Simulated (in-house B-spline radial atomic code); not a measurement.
# Bi⁴⁸⁺: excited configurations

Wanted: excitation energies of Bi⁴⁸⁺ as differences of total energies (ΔSCF).

Program: in-house B-spline radial atomic code version 1. Level of theory: non-relativistic Hartree-Fock, average of configuration, point nucleus, basis-set limit. These are calculated values, not measurements, unless marked.

### Step 1. The atom as given

```
element       : bismuth (Z = 83)
charge        : +48
electrons     : 35
configuration : [Ar] 3d10 4s2 4p5
Hamiltonian   : non-relativistic
nucleus       : point
```

The outer shells:

[Ar] 3d10 4s2 4p5
```
[Ar] core
3d [↑↓][↑↓][↑↓][↑↓][↑↓]
4s [↑↓]
4p [↑↓][↑↓][↑ ]
```

The boxes draw the filling by Hund's rule, which heavy ions in jj coupling don't follow; these runs average over all states of the configuration.

Input settings:

```ini
Z = 83
electrons = 35.0
configuration = [Ar] 3d10 4s2 4p5
hamiltonian = nr
method = hf
spin_polarised = False
```

From the earlier run of the reference: total energy -18464.188889 hartree. Levels, eight at most:

| orbital | occupation | energy (eV) | <r> (bohr) |
| --- | --- | --- | --- |
| 1s | 2 | -84102.4 | 0.01823 |
| 2s | 2 | -16401.2 | 0.07648 |
| 2p | 6 | -15878.8 | 0.06465 |
| 3s | 2 | -5740.72 | 0.1884 |
| 3p | 6 | -5497.44 | 0.1791 |
| 3d | 10 | -5056.23 | 0.1559 |
| 4s | 2 | -2780.08 | 0.3692 |
| 4p | 5 | -2665.40 | 0.3649 |

### Step 2. Run with [Ne] 3s2 3p5 3d10 4s1 4p5 5s1 6g1

Input settings:

```ini
Z = 83
electrons = 35.0
configuration = [Ne] 3s2 3p5 3d10 4s1 4p5 5s1 6g1
hamiltonian = nr
method = hf
spin_polarised = False
```

**Question.** How far above the reference does each configuration lie (order and size, in eV)?

As calculated:

| net move | configuration | energy above the reference (eV) | largest <r> (bohr) |
| --- | --- | --- | --- |
| 3p, 4s → 5s, 6g | [Ne] 3s2 3p5 3d10 4s1 4p5 5s1 6g1 | 5719.35 | 0.865 |

The promotion costs 5719.35 eV. Koopmans' estimate of the ionisation threshold is 2665.40 eV; 1 configuration exceeds it by over 2 % and could autoionise. Two partly filled shells share a symmetry and can mix in the average, which may lower the energy, for: 3p, 4s → 5s, 6g. These are averages over configurations, without correlation, not spectroscopic levels.
